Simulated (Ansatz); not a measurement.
# ZnSnN2: a single-point run

The task is a single-point run on ZnSnN2. The structure is shown as the input types it. The cell is built on a prototype (ordering on rocksalt) and needn't be the phase found in nature.

Method: density functional or hybrid calculation with the settings of its input, plane waves (as first typed), in Ansatz 0.2.0.

5 further runs of the same task are left out: 1 for a known fault of the program, 4 that didn't finish.

**1. The system as given**

The structure is trigonal, space group R-3m (No. 166). The conventional cell has a = 3.167 Å, b = 3.167 Å, c = 15.449 Å, α = 90.00°, β = 90.00°, γ = 120.00°. Zn (site symmetry -3m) has 6 N at 2.27 Å as nearest neighbours. Around Sn (site symmetry -3m) lie 6 N at 2.21 Å. N (site symmetry 3m) is surrounded by 3 Sn at 2.21 Å and 3 Zn at 2.27 Å.

Coordinates:

```xyz
4
Lattice="1.5837 0.9143 5.1498 -1.5837 0.9143 5.1498 0.0000 -1.8287 5.1498" Properties=species:S:1:pos:R:3 pbc="T T T"
Zn    1.5837    0.9143    5.1498
Sn    0.0000    0.0000    7.7247
N     0.0000    0.0000    3.8078
N     0.0000    0.0000   11.6416
```

**2. Input and run**

Contents of input.yaml:

```yaml
crystal:
  lattice:
    - [1.5836871722, 0.9143422152, 5.1498174729]
    - [-1.5836871722, 0.9143422152, 5.1498174729]
    - [0.0, -1.8286844304, 5.1498174729]
  atoms:
    - { symbol: Zn, position: [1.0, 0.0, 0.0] }
    - { symbol: Sn, position: [0.5, 0.5, 0.5] }
    - { symbol: "N", position: [0.2464698153, 0.2464698153, 0.2464698153] }
    - { symbol: "N", position: [0.7535301847, 0.7535301847, 0.7535301847] }
kpoints:
  mp_grid: { grid: [4, 4, 4] }
hamiltonian:
  xc: hse06
scf:
  occupations: { method: gaussian, width: 1.5 }
  n_extra_bands: 5
output:
  forces: true
  stress: true
  eigenvalues: true
```

Launch:

```console
$ ansatz run input.yaml --threads 4 --pin off --max-ram 3686MiB --backend cpu --events-out ev --progress --plain --runs-dir out
```

**Question.** How will this run end, and is anything wrong with its input?

The program finished normally, with warnings (stress exchange threshold loose, stress scf threshold loose). Its log warns: «output.stress: scf.convergence.dr2_threshold = 1e-7 eV (the SCF's general default) is looser than the 4e-10 eV advised for a printed stress (1e-10 eV for each atom of the ...»

The suspect setting: scf.occupations.method is gaussian; scf.occupations.width is 1.5. Occupations are smeared over electronvolts, wider than many features of the bands.

The test: delete scf.occupations.width (the default then holds) and set scf.occupations.method to fixed.
